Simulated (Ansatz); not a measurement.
# AlH6NSn: the cost of one run

All numbers below are computed with Ansatz 0.2.0 (RKS PBE-D4/def2-SVP).

## 1. The structure to begin with

Bond lengths: N1–Al2 1.766 Å, Al2–Sn3 2.619 Å, N1–H4 1.016 Å, N1–H5 1.014 Å, Al2–H6 1.535 Å, Sn3–H7 1.681 Å, Sn3–H8 1.689 Å, Sn3–H9 1.683 Å. Angles: N1–Al2–Sn3 114.5°, N1–Al2–H6 127.6°, Sn3–Al2–H6 118.0°, Al2–N1–H4 124.5°, Al2–N1–H5 128.1°, H4–N1–H5 107.5°, Al2–Sn3–H7 123.5°, Al2–Sn3–H8 108.9°, Al2–Sn3–H9 121.3°, H7–Sn3–H8 99.6°, H7–Sn3–H9 99.8°, H8–Sn3–H9 99.3°.

As a file:

```xyz
9

N    -1.1933    0.9392   -1.4072
Al    0.2173    1.1099   -0.3589
Sn    0.7484   -1.0007    1.0976
H    -1.7635    0.1005   -1.4718
H    -1.5866    1.6245   -2.0420
H     1.1347    2.3329   -0.2162
H     2.2822   -1.6762    1.2295
H    -0.0895   -2.3251    0.4666
H     0.2504   -1.1050    2.7024
```

## 2. End point A

File input.yaml:

```yaml
crystal:
  periodic: [false, false, false]
  atoms:
    - { symbol: "N", position_ang: [-1.19329, 0.93915, -1.4072] }
    - { symbol: Al, position_ang: [0.21732, 1.10991, -0.35892] }
    - { symbol: Sn, position_ang: [0.74839, -1.00074, 1.09764] }
    - { symbol: H, position_ang: [-1.76353, 0.10049, -1.47183] }
    - { symbol: H, position_ang: [-1.58662, 1.62453, -2.04204] }
    - { symbol: H, position_ang: [1.13466, 2.33294, -0.21624] }
    - { symbol: H, position_ang: [2.28222, -1.67617, 1.22955] }
    - { symbol: H, position_ang: [-0.08952, -2.3251, 0.46664] }
    - { symbol: H, position_ang: [0.25037, -1.10501, 2.7024] }
basis:
  gaussian: { orbitals: def2-SVP }
hamiltonian:
  xc: pbe
  dispersion: d4
relax:
  f_tol: 0.015
  max_steps: 40
```

Launch:

```console
$ ansatz run input.yaml --threads 1 --pin off --max-ram 2048MiB --backend cpu --events-out ev --progress --plain --runs-dir out
```

**Question.** How long does this run take on 1 thread of Arm Neoverse V1, shared host, and how much memory does it need?

About 45 s, with a peak of 0.12 GiB.
